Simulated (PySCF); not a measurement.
**C2H3BOS (SMILES BOC#CS) at 5 levels**

Wanted: a comparison of 5 runs (HF/STO-3G, B3LYP/6-31G*, BP86/def2-SVP, PBE0/def2-SVP) of C2H3BOS. 

The calculation is run with PySCF 2.14.0.

## 1. The system as given

C2H3BOS has 8 atoms, charge 0, and is taken as a singlet. SMILES: `BOC#CS`. The coordinates come from a PBE0-D4/def2-TZVP relaxation.

Bond lengths: B1–O2 1.367 Å, O2–C3 1.297 Å, C3–C4 1.202 Å, C4–S5 1.680 Å, B1–H6 1.190 Å, B1–H7 1.193 Å, S5–H8 1.346 Å. Angles: B1–O2–C3 124.8°, O2–C3–C4 177.3°, C3–C4–S5 174.9°, O2–B1–H6 115.0°, O2–B1–H7 119.5°, C4–S5–H8 97.3°, H6–B1–H7 125.5°.

## 2. Energy and gradient at HF/STO-3G (run 1)

Contents of input.py:

```python
# BOC#CS
import pyscf.grad
from pyscf import gto, scf

mol = gto.Mole()
mol.atom = [
    ('B', (0.382200, 1.938700, 0.432500)),
    ('O', (1.034400, 0.847500, -0.071300)),
    ('C', (0.497700, -0.321200, -0.242200)),
    ('C', (0.050900, -1.422500, -0.420400)),
    ('S', (-0.440200, -3.000800, -0.721700)),
    ('H', (1.041900, 2.925700, 0.515200)),
    ('H', (-0.764600, 1.844000, 0.748000)),
    ('H', (-1.710200, -2.868500, -0.295900)),
]
mol.charge = 0
mol.verbose = 4
mol.basis = 'sto-3g'
mol.max_memory = 1860
mol.build()

hf = scf.RHF(mol)
hf.conv_tol = 1e-10
hf.kernel()
if not hf.converged:
    hf = hf.newton().run(hf.mo_coeff, hf.mo_occ)

etot = hf.e_tot
print(f'total energy: {etot:.8f} hartree')
grad = hf.Gradients().kernel()
hf.analyze()
```

Launch:

```
$ OMP_NUM_THREADS=1 python input.py
```

Standard output:

```text
PySCF version 2.14.0

[... 79 lines left out ...]
Nuclear Repulsion Energy =             170.234537577782334
[... 3 lines left out ...]
DFT Exchange-Correlation Energy =      -48.909041459670561
[... 5 lines left out ...]
MO #4   energy= -10.9864580970797  occ= 2
[... 3 lines left out ...]
MO #8   energy= -6.33764965936157  occ= 2
[... 3 lines left out ...]
MO #12  energy= -0.894749636192448 occ= 2
[... 3 lines left out ...]
MO #16  energy= -0.554149403255237 occ= 2
[... 3 lines left out ...]
MO #20  energy= -0.381578579244839 occ= 2
[... 3 lines left out ...]
MO #24  energy= 0.365786381956844  occ= 0
[... 3 lines left out ...]
MO #28  energy= 0.605187210067534  occ= 0
[... 3 lines left out ...]
MO #32  energy= 1.47322906886064   occ= 0
[... 4 lines left out ...]
pop of  0 B 2px           0.83620
pop of  0 B 2py           0.73651
pop of  0 B 2pz           0.32821
pop of  1 O 1s            1.99987
pop of  1 O 2s            1.55599
pop of  1 O 2px           1.66405
pop of  1 O 2py           1.21483
pop of  1 O 2pz           1.64687
pop of  2 C 1s            1.99992
pop of  2 C 2s            0.98097
pop of  2 C 2px           0.96826
pop of  2 C 2py           0.93827
pop of  2 C 2pz           1.08095
pop of  3 C 1s            1.99988
pop of  3 C 2s            1.07427
pop of  3 C 2px           1.09684
pop of  3 C 2py           1.01689
pop of  3 C 2pz           1.03797
pop of  4 S 1s            2.00000
pop of  4 S 2s            1.99965
pop of  4 S 3s            1.73224
pop of  4 S 2px           1.99926
pop of  4 S 2py           1.99927
pop of  4 S 2pz           1.99986
pop of  4 S 3px           1.07363
pop of  4 S 3py           1.13804
pop of  4 S 3pz           1.82706
pop of  5 H 1s            1.05394
pop of  6 H 1s            1.05987
pop of  7 H 1s            1.02765
 ** Mulliken atomic charges  **
charge of    0B =      0.18630
charge of    1O =     -0.08161
charge of    2C =      0.03162
charge of    3C =     -0.22585
charge of    4S =      0.23100
charge of    5H =     -0.05394
charge of    6H =     -0.05987
charge of    7H =     -0.02765
Dipole moment(X, Y, Z, Debye): -1.35266, -0.21885,  0.34725
```

It took 3.6 s on 1 thread of Intel Xeon at 2.50GHz (Skylake/Cascade Lake), shared host; peak memory 0.12 GiB.

## 3. Energy and gradient at B3LYP/6-31G(d) (spherical functions) (run 2)

Contents of geometry.xyz:

```xyz
8

B      0.382200     1.938700     0.432500
O      1.034400     0.847500    -0.071300
C      0.497700    -0.321200    -0.242200
C      0.050900    -1.422500    -0.420400
S     -0.440200    -3.000800    -0.721700
H      1.041900     2.925700     0.515200
H     -0.764600     1.844000     0.748000
H     -1.710200    -2.868500    -0.295900
```

Contents of calc.py:

```python
# BOC#CS
from pyscf import gto, dft

mol = gto.Mole()
mol.atom = 'geometry.xyz'
mol.basis = '6-31g*'
mol.spin = 0
mol.verbose = 4
mol.max_memory = 1860
mol.build()

myscf = dft.RKS(mol, xc='b3lyp')
myscf.grids.level = 5
myscf.conv_tol = 1e-10
myscf.kernel()
if not myscf.converged:
    myscf = myscf.newton().run(myscf.mo_coeff, myscf.mo_occ)

e_tot = myscf.e_tot
print(f'total energy: {e_tot:.8f} hartree')
grad = myscf.nuc_grad_method().kernel()
myscf.analyze()
```

Launch:

```
$ OMP_NUM_THREADS=1 python calc.py
```

Standard output:

```text
PySCF version 2.14.0

[... 98 lines left out ...]
DFT Exchange-Correlation Energy =      -50.342011176194951
[... 9 lines left out ...]
MO #8   energy= -5.93336579605012  occ= 2
[... 7 lines left out ...]
MO #16  energy= -0.4612232592924   occ= 2
[... 7 lines left out ...]
MO #24  energy= 0.00355796708915435 occ= 0
[... 7 lines left out ...]
MO #32  energy= 0.252742967717899  occ= 0
[... 7 lines left out ...]
MO #40  energy= 0.546651626238394  occ= 0
[... 7 lines left out ...]
MO #48  energy= 0.848865434826573  occ= 0
[... 7 lines left out ...]
MO #56  energy= 1.12084922871497   occ= 0
[... 7 lines left out ...]
MO #64  energy= 1.54373659385375   occ= 0
[... 7 lines left out ...]
MO #72  energy= 2.01099067706113   occ= 0
[... 7 lines left out ...]
MO #80  energy= 3.42275866979076   occ= 0
[... 52 lines left out ...]
pop of  3 C 3pz           0.00136
pop of  3 C 3dxy          0.00139
pop of  3 C 3dyz          0.00146
pop of  3 C 3dz^2         0.00098
pop of  3 C 3dxz          0.00026
pop of  3 C 3dx2-y2       0.00215
pop of  4 S 1s            2.00000
pop of  4 S 2s            1.99984
pop of  4 S 3s            1.67112
pop of  4 S 4s            0.00759
pop of  4 S 2px           1.99988
pop of  4 S 2py           1.99985
pop of  4 S 2pz           1.99994
pop of  4 S 3px           1.15728
pop of  4 S 3py           1.20083
pop of  4 S 3pz           1.81211
pop of  4 S 4px           0.01653
pop of  4 S 4py           0.01058
pop of  4 S 4pz           0.00267
pop of  4 S 3dxy          0.00494
pop of  4 S 3dyz          0.00453
pop of  4 S 3dz^2         0.00423
pop of  4 S 3dxz          0.00394
pop of  4 S 3dx2-y2       0.01290
pop of  5 H 1s            0.98046
pop of  5 H 2s            0.00536
pop of  6 H 1s            0.98881
pop of  6 H 2s            0.00519
pop of  7 H 1s            0.89770
pop of  7 H 2s            0.00887
 ** Mulliken atomic charges  **
charge of    0B =      0.13696
charge of    1O =     -0.23120
charge of    2C =      0.14124
charge of    3C =     -0.25184
charge of    4S =      0.09123
charge of    5H =      0.01418
charge of    6H =      0.00600
charge of    7H =      0.09343
Dipole moment(X, Y, Z, Debye): -1.21492,  0.38887,  0.47931
```

It took 49 s on 1 thread of Intel Xeon at 2.50GHz (Skylake/Cascade Lake), shared host; peak memory 0.78 GiB.

Run 3 isn't shown in full; the table further down has it.

## 4. Energy and gradient at BP86/def2-SVP (run 4)

Contents of run.py:

```python
# BOC#CS
from pyscf import gto, dft

mol = gto.Mole()
mol.atom = [
    ('B', (0.382200, 1.938700, 0.432500)),
    ('O', (1.034400, 0.847500, -0.071300)),
    ('C', (0.497700, -0.321200, -0.242200)),
    ('C', (0.050900, -1.422500, -0.420400)),
    ('S', (-0.440200, -3.000800, -0.721700)),
    ('H', (1.041900, 2.925700, 0.515200)),
    ('H', (-0.764600, 1.844000, 0.748000)),
    ('H', (-1.710200, -2.868500, -0.295900)),
]
mol.verbose = 3
mol.max_memory = 1860
mol.basis = 'def2-svp'
mol.charge = 0
mol.build()

mf = dft.RKS(mol)
mf.xc = 'bp86'
mf.conv_tol = 1e-10
mf.grids.level = 5
mf.kernel()
if not mf.converged:
    mf = mf.newton().run(mf.mo_coeff, mf.mo_occ)

e_final = mf.e_tot
print('E = %.10f Eh' % e_final)
grad = mf.nuc_grad_method().kernel()
mf.analyze()
```

Launch:

```
$ OMP_NUM_THREADS=1 python run.py
```

Standard output:

```text
converged SCF energy = -575.989430701101
[... 10 lines left out ...]
MO #1   energy= -88.1261652706228  occ= 2
[... 7 lines left out ...]
MO #9   energy= -5.73661800499024  occ= 2
[... 7 lines left out ...]
MO #17  energy= -0.398486065082863 occ= 2
[... 7 lines left out ...]
MO #25  energy= 0.0252371326327476 occ= 0
[... 7 lines left out ...]
MO #33  energy= 0.224198100776632  occ= 0
[... 7 lines left out ...]
MO #41  energy= 0.506352042794059  occ= 0
[... 7 lines left out ...]
MO #49  energy= 0.70197403095821   occ= 0
[... 7 lines left out ...]
MO #57  energy= 1.02397656760908   occ= 0
[... 7 lines left out ...]
MO #65  energy= 1.42129370408023   occ= 0
[... 7 lines left out ...]
MO #73  energy= 1.79237761699454   occ= 0
[... 7 lines left out ...]
MO #81  energy= 2.33033679126453   occ= 0
[... 7 lines left out ...]
MO #89  energy= 3.72348816513413   occ= 0
[... 9 lines left out ...]
Dipole moment(X, Y, Z, Debye): -1.24203, -0.07280,  0.35645
```

Wall time 50 s (1 thread of Intel Xeon at 2.50GHz (Skylake/Cascade Lake), shared host); peak memory 0.87 GiB.

## 5. Energy and gradient at PBE0/def2-SVP (run 5)

Contents of job.py:

```python
# BOC#CS
import pyscf.grad
from pyscf import gto, dft

mol = gto.M(
    atom='''
B      0.382200     1.938700     0.432500
O      1.034400     0.847500    -0.071300
C      0.497700    -0.321200    -0.242200
C      0.050900    -1.422500    -0.420400
S     -0.440200    -3.000800    -0.721700
H      1.041900     2.925700     0.515200
H     -0.764600     1.844000     0.748000
H     -1.710200    -2.868500    -0.295900
''',
    max_memory=1860,
    basis='def2-svp',
    verbose=4,
)

myscf = dft.RKS(mol)
myscf.xc = 'pbe0'
myscf.grids.level = 5
myscf.conv_tol = 1e-10
myscf.kernel()
if not myscf.converged:
    myscf = myscf.newton().run(myscf.mo_coeff, myscf.mo_occ)

e_final = myscf.e_tot
print('E = %.10f Eh' % e_final)
grad = myscf.Gradients().kernel()
dip = myscf.dip_moment()
pop, q = myscf.mulliken_pop()
```

Launch:

```
$ OMP_NUM_THREADS=1 python job.py
```

Standard output:

```text
PySCF version 2.14.0

[... 77 lines left out ...]
converged SCF energy = -575.601420600349
[... 13 lines left out ...]
Dipole moment(X, Y, Z, Debye): -1.33784,  0.28878,  0.48784
[... 59 lines left out ...]
pop of  4 S 3s            1.24472
pop of  4 S 4s            0.59797
pop of  4 S 2px           1.97381
pop of  4 S 2py           1.97416
pop of  4 S 2pz           1.97916
pop of  4 S 3px           0.54401
pop of  4 S 3py           0.55777
pop of  4 S 3pz           0.72584
pop of  4 S 4px           0.61604
pop of  4 S 4py           0.57432
pop of  4 S 4pz           1.07626
pop of  4 S 3dxy          0.01710
pop of  4 S 3dyz          0.01560
pop of  4 S 3dz^2         0.00974
pop of  4 S 3dxz          0.00846
pop of  4 S 3dx2-y2       0.04007
pop of  5 H 1s            0.74518
pop of  5 H 2s            0.27963
pop of  5 H 2px           0.00421
pop of  5 H 2py           0.00797
pop of  5 H 2pz           0.00070
pop of  6 H 1s            0.74414
pop of  6 H 2s            0.29256
pop of  6 H 2px           0.01086
pop of  6 H 2py           0.00102
pop of  6 H 2pz           0.00136
pop of  7 H 1s            0.71050
pop of  7 H 2s            0.15412
pop of  7 H 2px           0.01760
pop of  7 H 2py           0.00417
pop of  7 H 2pz           0.00941
 ** Mulliken atomic charges  **
charge of    0B =      0.15789
charge of    1O =     -0.15204
charge of    2C =     -0.28611
charge of    3C =      0.20230
charge of    4S =      0.06140
charge of    5H =     -0.03769
charge of    6H =     -0.04995
charge of    7H =      0.10419
```

Wall time 51 s (1 thread of Intel Xeon at 2.50GHz (Skylake/Cascade Lake), shared host); peak memory 0.87 GiB.

## 6. Overview of the runs

| run | level | integration grid | Cartesian functions | energy (Eh) | dipole moment (D) | HOMO energy (eV) | LUMO energy (eV) | wall time |
| --- | --- | --- | --- | --- | --- | --- | --- | --- |
| 1 | HF/STO-3G | – | no | -567.884079 | 1.41 | -6.59 | 7.15 | 3.6 s |
| 2 | B3LYP/6-31G* (spherical functions) | 5 | no | -576.202676 | 1.36 | -6.19 | -1.08 | 49 s |
| 3 | B3LYP/6-31G* (Cartesian functions) | 5 | yes | -576.208549 | 1.37 | -6.19 | -1.08 | 48 s |
| 4 | BP86/def2-SVP | 5 | no | -575.989431 | 1.29 | -5.54 | -2.16 | 50 s |
| 5 | PBE0/def2-SVP | 5 | no | -575.601421 | 1.45 | -6.56 | -1.18 | 51 s |

## 7. Summary of results

| quantity | value |
| --- | --- |
| run 5: total energy | -575.60142 Eh |
| run 5: dipole moment | 1.45 D |
| run 5: HOMO energy | -6.56 eV |
| run 5: LUMO energy | -1.18 eV |
| run 5: HOMO–LUMO gap | 5.38 eV |
| run 5: largest force on an atom | 1.003 eV/Å |

The dipole moment (its size) runs from 1.29 D (BP86/def2-SVP) to 1.45 D (PBE0/def2-SVP). The HOMO–LUMO gap runs from 3.38 eV (BP86/def2-SVP) to 13.74 eV (HF/STO-3G). The two ends differ in method and basis. Totals of different functionals can't be ranked against each other. In run 1 the basis is minimal, so the values are rough. All runs together took 3.4 min, the longest 51 s.
